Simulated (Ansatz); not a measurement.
# MnO2 (Fd-3m) in Ansatz: reference runs

Reference runs on MnO2: the cell as given and a disturbed copy.

Program: Ansatz 0.2.0. These are calculated values, not measurements. Logs are shortened: lines on timing, memory, paths and dates and some standing lists are left out, and cuts for length are marked.

### Step 1. The crystal as given

Symmetry: Fd-3m, No. 227, cubic system. Conventional cell: a = 8.040 Å, b = 8.040 Å, c = 8.040 Å, α = 90.00°, β = 90.00°, γ = 90.00°. Mn (site symmetry -3m) is surrounded by 6 O at 1.90 Å. Around O (site symmetry 3m) lie 3 Mn at 1.90 Å.

The cell is a database's computed one.

### Step 2. Single point, PBEsol, collinear spin, ferromagnetic start

Input file input.yaml:

```yaml
crystal:
  lattice:
    - [0.0, 4.0199925062, 4.0199925062]
    - [4.0199925062, 0.0, 4.0199925062]
    - [4.0199925062, 4.0199925062, 0.0]
  atoms:
    - { symbol: Mn, position: [0.125, 0.125, 0.125], spin: 4.0 }
    - { symbol: Mn, position: [0.125, 0.125, 0.625], spin: 4.0 }
    - { symbol: Mn, position: [0.625, 0.125, 0.125], spin: 4.0 }
    - { symbol: Mn, position: [0.125, 0.625, 0.125], spin: 4.0 }
    - { symbol: O, position: [0.3609537633, 0.3609537633, 0.3609537633] }
    - { symbol: O, position: [0.3609537633, 0.3609537633, 0.91713871] }
    - { symbol: O, position: [0.91713871, 0.3609537633, 0.3609537633] }
    - { symbol: O, position: [0.3609537633, 0.91713871, 0.3609537633] }
    - { symbol: O, position: [0.8890462367, 0.8890462367, 0.33286129] }
    - { symbol: O, position: [0.8890462367, 0.8890462367, 0.8890462367] }
    - { symbol: O, position: [0.8890462367, 0.33286129, 0.8890462367] }
    - { symbol: O, position: [0.33286129, 0.8890462367, 0.8890462367] }
hamiltonian:
  xc: pbesol
  pseudopotentials: { kind: paw }
magnetization:
  spin_polarized: true
kpoints:
  mp_grid: { grid: [6, 6, 6] }
scf:
  occupations: { method: fermi_dirac, width: 0.05 }
output:
  forces: true
  stress: true
  eigenvalues: true
  write_density: true
  write_potential: true
  elf: true
  volumetric_format: npy
```

Potentials or basis: Ansatz PAW.

The run is started by

```
$ ansatz run input.yaml --threads 4 --pin off --max-ram 11264MiB --backend cpu --events-out ev --progress --plain --runs-dir out
```

What it wrote:

```text
Warning: RAYON_NUM_THREADS=4 ignored (pool sized by the plan → 4); use --threads N
Engine: ansatz 0.2.0, x86_64-unknown-linux-gnu
Pseudopotentials: kind: paw
Pseudopotential: Mn, paw, valence charge 15, recommended cutoff 420 eV (normal), Mn.paw.azcp
Pseudopotential: O, paw, valence charge 6, recommended cutoff 420 eV (normal), O.paw.azcp
Functional definition: PBEsol
  exchange = pbesol_x
  correlation = pbesol_c
Crystal: 12 atoms, lattice volume = 129.929 Å³
Basis set: ecut = 420 eV, 2637 PW (Γ), exchange–correlation on 80×80×80 points (8 copies of the dense FFT grid, shifted against one another)
Bands: 75, of which v1, the nominal top of the filled ones, is band 54 counted from 1 (53 counted from 0)
Symmetry: 48 space group operations
Space group: Fd-3m (ITA 227), of the structure as read, at distance tolerance 5.1e-5 Å
Magnetic group: BNS 227.128 (UNI 1630), of the structure as read, at distance tolerance 5.1e-5 Å
k-points: 16 of 216
Non-local potential: Mn, projectors of the file, l = 0: 3, l = 1: 2, l = 2: 3, l = 3: 1
Non-local potential: O, projectors of the file, l = 0: 2, l = 1: 2, l = 2: 1
PAW form: soft (Blöchl's): semilocal exchange-correlation on the pseudo side does not see the compensation charge
PAW frozen core: Mn, regenerated for the run's functional, and the local potential with it (the file was generated under x = pbe(κ = 0.804, μ = 0.2195149727645171), c = pbe(β = 0.06672455060314922))
PAW frozen core: O, regenerated for the run's functional, and the local potential with it (the file was generated under x = pbe(κ = 0.804, μ = 0.2195149727645171), c = pbe(β = 0.06672455060314922))
PAW one-centre angular grid: Mn, 590 points (default); XC on 64 Gauss nodes
PAW one-centre angular grid: O, 110 points (default); XC on 64 Gauss nodes
Initial density: superposition of atomic densities (chi_scale 0.1, normalization cell, long waves kept (reshape's long-wave potential 0.13 eV rms))
Starting moments: Σ|m| = 16 μB on 4 of 12 sites
Initial wavefunctions: pseudopotential atomic-orbital guess
Functional: x = pbesol(κ = 0.804, μ = 0.12345679012345678), c = pbesol(β = 0.046)
SCF iter   1: F=—  HF=-19961.035865 eV  |F-HF|=—  |Δ(HF+E_count)|=         —  Δρ=8.10e-2 (↑4.76e-2 ↓8.10e-2)  dr2=1.46e1  dr2_m=2.37e0  M=11.994 μB ∫|m|=12.428 μB  β_m=0.30  ethr=3.10e-3  ⟨swp⟩=6.4  Hψ=9386  notcnv=0  defer=2
Mixer restart at iter 1: flushing history
preconditioner: auto → Resta (q_TF=auto, 2.646 Å⁻¹)  ε∞=6.7  [insulator: Δε(μ)=0.312 eV  Ē_g=11.889 eV  σ=0.050 eV  W_gap=0.74  n_scr=50 (ndim 8)  ℏωp=28.4 eV  f_vac=0.089  D(μ)=0.11/eV (n_scr^D=0)  ε∞_Penn≈6.7]
spin=Collinear: Resta preconditioning applied to the charge; magnetization (m = ρ↑ − ρ↓) channel mixes plain (no charge-response kernel on spin).
SCF iter   2: F=—  HF=-19961.799265 eV  |F-HF|=—  |Δ(HF+E_count)|=   7.63e-1  Δρ=4.66e-2 (↑3.80e-2 ↓4.66e-2)  dr2=4.09e0  dr2_m=1.52e0  M=11.997 μB ∫|m|=12.320 μB  β_m=0.47  ethr=3.10e-3  ⟨swp⟩=3.8  Hψ=4837  notcnv=0  defer=278
SCF iter   3: F=—  HF=-19961.410014 eV  |F-HF|=—  |Δ(HF+E_count)|=   3.89e-1  Δρ=2.40e-2 (↑1.30e-2 ↓2.40e-2)  dr2=1.72e0  dr2_m=2.38e-1  M=11.996 μB ∫|m|=12.170 μB  β_m=0.54  ethr=3.10e-3  ⟨swp⟩=2.4  Hψ=3464  notcnv=0  defer=278
SCF iter   4: F=—  HF=-19961.207781 eV  |F-HF|=—  |Δ(HF+E_count)|=   2.02e-1  Δρ=6.36e-3 (↑6.36e-3 ↓4.12e-3)  dr2=1.29e-1  dr2_m=9.04e-3  M=11.996 μB ∫|m|=12.108 μB  β_m=0.77  ethr=1.59e-3  ⟨swp⟩=2.2  Hψ=3738  notcnv=0  defer=278
SCF iter   5: F=—  HF=-19961.251637 eV  |F-HF|=—  |Δ(HF+E_count)|=   4.39e-2  Δρ=2.38e-3 (↑1.25e-3 ↓2.38e-3)  dr2=1.45e-2  dr2_m=7.22e-4  M=11.997 μB ∫|m|=12.104 μB  β_m=0.84  ethr=1.19e-4  ⟨swp⟩=3.1  Hψ=4372  notcnv=0  defer=284
SCF iter   6: F=—  HF=-19961.260185 eV  |F-HF|=—  |Δ(HF+E_count)|=   8.55e-3  Δρ=9.74e-4 (↑9.74e-4 ↓4.82e-4)  dr2=2.21e-3  dr2_m=2.00e-4  M=11.997 μB ∫|m|=12.107 μB  β_m=0.92  ethr=1.34e-5  ⟨swp⟩=2.0  Hψ=4374  notcnv=0  defer=284
SCF iter   7: F=—  HF=-19961.261890 eV  |F-HF|=—  |Δ(HF+E_count)|=   1.71e-3  Δρ=4.33e-4 (↑3.40e-4 ↓4.33e-4)  dr2=9.10e-4  dr2_m=7.31e-6  M=11.997 μB ∫|m|=12.107 μB  β_m=0.92  ethr=2.04e-6  ⟨swp⟩=2.0  Hψ=3523  notcnv=0  defer=284
SCF iter   8: F=—  HF=-19961.262100 eV  |F-HF|=—  |Δ(HF+E_count)|=   2.10e-4  Δρ=9.17e-5 (↑9.17e-5 ↓8.22e-5)  dr2=4.45e-5  dr2_m=4.71e-7  M=11.997 μB ∫|m|=12.107 μB  β_m=0.96  ethr=8.42e-7  ⟨swp⟩=2.0  Hψ=3301  notcnv=0  defer=284
SCF iter   9: F=—  HF=-19961.262154 eV  |F-HF|=—  |Δ(HF+E_count)|=   5.40e-5  Δρ=2.62e-5 (↑1.78e-5 ↓2.62e-5)  dr2=2.10e-6  dr2_m=3.11e-8  M=11.997 μB ∫|m|=12.107 μB  β_m=0.98  ethr=4.12e-8  ⟨swp⟩=2.0  Hψ=3498  notcnv=0  defer=284
SCF iter  10: F=—  HF=-19961.262155 eV  |F-HF|=—  |Δ(HF+E_count)|=   9.55e-7  Δρ=6.23e-6 (↑6.23e-6 ↓3.17e-6)  dr2=7.83e-8  dr2_m=5.49e-9  M=11.997 μB ∫|m|=12.107 μB  β_m=0.99  ethr=1.95e-9  ⟨swp⟩=2.0  Hψ=3338  notcnv=0  defer=284
SCF iter  11: F=-19961.262155 eV  HF=-19961.262155 eV  |F-HF|=7.50e-8  |Δ(HF+E_count)|=   6.29e-8  Δρ=4.91e-6 (↑3.71e-6 ↓4.91e-6)  dr2=9.27e-8  dr2_m=6.71e-10  M=11.997 μB ∫|m|=12.107 μB  ethr=7.25e-11  ⟨swp⟩=15.4  Hψ=17683  notcnv=0
SCF 1 converged in 11 iterations: F = -19961.262155 eV  dr2 = 9.27e-8
SCF converged after 11 iterations
Magnetization: 11.9968 μB (59.9984 up, 48.0016 down)
Absolute magnetization: 12.1102 μB (∫|ρ↑−ρ↓|, with the PAW one-centre terms)
Spin contamination: 0.1427 ħ² per cell (⟨S²⟩ above its minimum at these occupations)
Per-site moments (μB) at R_I (Å): [(2.4756558431999705, 0.7853074438365031), (2.4756558431999696, 0.7853074438365031), (2.4756558431999713, 0.7853074438365031), (2.4756558431999696, 0.7853074438365031), (0.057165564024868214, 0.7853074438365031), (0.05716556402486804, 0.7853074438365031), (0.05716556402486806, 0.7853074438365031), (0.05716556402486828, 0.7853074438365031), (0.057165564024868054, 0.7853074438365031), (0.05716556402486807, 0.7853074438365032), (0.05716556402486819, 0.7853074438365031), (0.05716556402486817, 0.7853074438365031)]
Free energy (F): -19961.262155 eV
Harris-Foulkes:  -19961.262155 eV  (|F-HF|=7.50e-8)
Internal energy: -19961.261240 eV  (E = F + TS)
E sigma→0 (E₀):  -19961.261698 eV
Entropy (-TS):   -0.000914 eV (-0.076 meV/atom)
Fermi energy:    7.862993 eV
--- Per-component energies (eV) ---
  E_band       = -1450.286670
  E_kinetic    = 2592.448291
  E_local      = -14303.581793  (includes V_loc(G=0)·N_el)
  E_nonlocal   = 1341.923758
  E_hartree    = 5838.767500
  E_xc         = -1031.218392
  E_vxc        = -1324.112159  (∫ρ·V_xc dr)
  E_paw        = -6277.400492  (= ΣΔE_a)
  E_vpaw       = -1434.491160  (= ΣTr[D̂ρ^β])
  E_aug_tail   = 0.019176  (compensation charges beyond the density's cutoff)
  E_ewald      = -8123.180193
  E_core_change = 0.960904  (= ΣΔE_core)
  E_smearing   = -0.000914  (= −TS)
  E_closure    = -0.000000  (closes the sum)
  Σ components = -19961.262155   (vs F -19961.262155, Δ=0.00e0)
--- Forces (eV/Å), atoms counted from 1 ---
  atom   1  Mn     0.00000000    -0.00000000     0.00000000
  atom   2  Mn     0.00000000     0.00000000    -0.00000000
  atom   3  Mn     0.00000000     0.00000000    -0.00000000
  atom   4  Mn     0.00000000    -0.00000000    -0.00000000
  atom   5  O     -0.08715840    -0.08715840    -0.08715840
  atom   6  O      0.08715840     0.08715840    -0.08715840
  atom   7  O     -0.08715840     0.08715840     0.08715840
  atom   8  O      0.08715840    -0.08715840     0.08715840
  atom   9  O     -0.08715840    -0.08715840     0.08715840
  atom  10  O      0.08715840     0.08715840     0.08715840
  atom  11  O     -0.08715840     0.08715840    -0.08715840
  atom  12  O      0.08715840    -0.08715840    -0.08715840
  max |Σ_I F_I| component: 1.11e-16 eV/Å
--- Stress (GPa, compression-positive) ---
       -2.160229       0.000000      -0.000000
        0.000000      -2.160229      -0.000000
       -0.000000       0.000000      -2.160229
  P = ⅓ Tr σ = -2.1602 GPa (-21.602 kbar)
--- Band table (eV; the first three rows and the last of 32) ---
  k-point 0 ↑: bands = ["-73.4282", "-73.4080", "-73.4080", "-73.4080", "-42.4009", "-42.2992", "-42.2992", "-42.2992", "-42.2558", "-42.2558", "-42.1993", "-42.1993", "-42.1993", "-42.1901", "-42.1901", "-42.1901", "-11.7834", "-10.1942", "-10.1007", "-10.1007", "-10.1007", "-9.6410", "-9.6410", "-9.6410", "0.5568", "1.0733", "1.0733", "1.0733", "1.7644", "1.7644", "2.7295", "2.7295", "2.7295", "2.7300", "2.7300", "3.2107", "4.0470", "4.0470", "4.0470", "5.0754", "5.0754", "5.1812", "5.1812", "5.1812", "5.3679", "5.3679", "5.3679", "6.1574", "6.1574", "6.1574", "6.1946", "6.1946", "6.1946", "6.6568", "6.6568", "6.6568", "6.9038", "6.9038", "6.9038", "7.4159", "10.1850", "10.1850", "10.1850", "10.6122", "10.6122", "10.6122", "10.7336", "10.7336", "14.8640", "18.1584", "18.1584", "18.1584", "19.7910", "20.1168", "20.1168"]
  k-point 1 ↑: bands = ["-73.4272", "-73.4090", "-73.4080", "-73.4080", "-42.3926", "-42.2970", "-42.2953", "-42.2953", "-42.2544", "-42.2544", "-42.2036", "-42.2036", "-42.2008", "-42.1993", "-42.1912", "-42.1912", "-11.7089", "-10.3052", "-10.0820", "-10.0820", "-10.0562", "-9.6814", "-9.6624", "-9.6624", "0.6929", "1.1897", "1.1897", "1.2726", "1.7888", "1.7888", "2.5924", "2.5924", "2.6996", "2.7591", "2.7591", "3.0937", "4.0170", "4.1193", "4.1193", "4.5626", "4.5626", "4.8970", "5.1262", "5.1262", "5.4363", "5.6068", "5.6068", "5.9242", "6.1946", "6.2168", "6.2168", "6.3608", "6.3608", "6.6799", "6.7082", "6.7082", "6.9815", "6.9815", "7.0817", "7.4428", "10.1166", "10.1166", "10.1202", "10.4815", "10.4815", "10.5549", "10.6681", "10.6681", "15.2128", "18.1189", "18.4787", "18.4787", "19.7157", "20.2070", "20.2070"]
  k-point 2 ↑: bands = ["-73.4247", "-73.4114", "-73.4080", "-73.4080", "-42.3743", "-42.2880", "-42.2870", "-42.2870", "-42.2485", "-42.2485", "-42.2287", "-42.2170", "-42.2170", "-42.1993", "-42.1920", "-42.1920", "-11.5203", "-10.5271", "-10.0377", "-10.0377", "-10.0149", "-9.7529", "-9.7123", "-9.7123", "1.0271", "1.4711", "1.4711", "1.7936", "1.8542", "1.8542", "2.3544", "2.3544", "2.6426", "2.7446", "2.8446", "2.8446", "3.7119", "3.7119", "3.8749", "4.4349", "4.4718", "4.4718", "4.8988", "4.8988", "5.4528", "5.5716", "5.7479", "5.7479", "6.1946", "6.3852", "6.3852", "6.5503", "6.5503", "6.8614", "6.8614", "6.8892", "7.1451", "7.1451", "7.2036", "7.4901", "9.9733", "9.9733", "9.9956", "10.1365", "10.1365", "10.4370", "10.6137", "10.6137", "16.0749", "17.8005", "19.1904", "19.1904", "20.0610", "20.4675", "20.4675"]
  k-point 15 ↓: bands = ["-70.2704", "-70.2704", "-70.2589", "-70.2589", "-39.3625", "-39.3625", "-39.2620", "-39.2620", "-39.1386", "-39.1386", "-39.1201", "-39.1201", "-39.1004", "-39.1004", "-39.0845", "-39.0845", "-10.8403", "-10.8403", "-9.8418", "-9.8418", "-9.7057", "-9.7057", "-9.6505", "-9.6505", "2.4292", "2.4292", "2.6658", "2.6658", "2.8295", "2.8295", "2.9487", "2.9487", "3.3232", "3.3232", "3.7440", "3.7440", "3.9044", "3.9044", "4.3044", "4.3044", "4.9630", "4.9630", "5.6520", "5.6520", "6.0252", "6.0252", "6.2213", "6.2213", "9.1144", "9.1144", "9.2594", "9.2594", "9.4951", "9.4951", "9.7460", "9.7460", "9.9157", "9.9157", "10.0155", "10.0155", "11.1363", "11.1363", "11.4073", "11.4073", "11.5719", "11.5719", "11.7850", "11.7850", "18.4528", "18.4528", "19.1730", "19.1730", "20.9688", "20.9688", "22.1679"]
```

Run time: 5.1 s. Hardware: 4 threads of Intel Xeon 6975P-C (Granite Rapids), shared host; peak memory 0.77 GiB.

What came out:

* Free energy: -19961.2622 eV
* Pressure: -2.2 GPa
* Largest force: 0.151 eV/Å
* Band gap on the k mesh: 0.39 eV, indirect (least direct gap 0.54 eV)
* Net moment: 12.00 μB per cell
* Absolute moment: 12.11 μB per cell
* Site moments: Mn +2.48; O +0.06 μB

Forces in eV/Å, atoms in the order of the input:
```
Mn   0.000  0.000  0.000
Mn   0.000  0.000  0.000
Mn   0.000  0.000  0.000
Mn   0.000  0.000  0.000
O   -0.087 -0.087 -0.087
O    0.087  0.087 -0.087
O   -0.087  0.087  0.087
O    0.087 -0.087  0.087
O   -0.087 -0.087  0.087
O    0.087  0.087  0.087
O   -0.087  0.087 -0.087
O    0.087 -0.087 -0.087
```

Caveat: the pressure holds a Pulay correction of +0.8 GPa for the finite cutoff; only a ferromagnetic start was run, and an antiferromagnetic order may lie lower in energy; the PAW data sets come from PBE, with cores solved anew for the run's functional, which leaves a small shift of forces and pressure.

(Continued in part 2 of 2.)
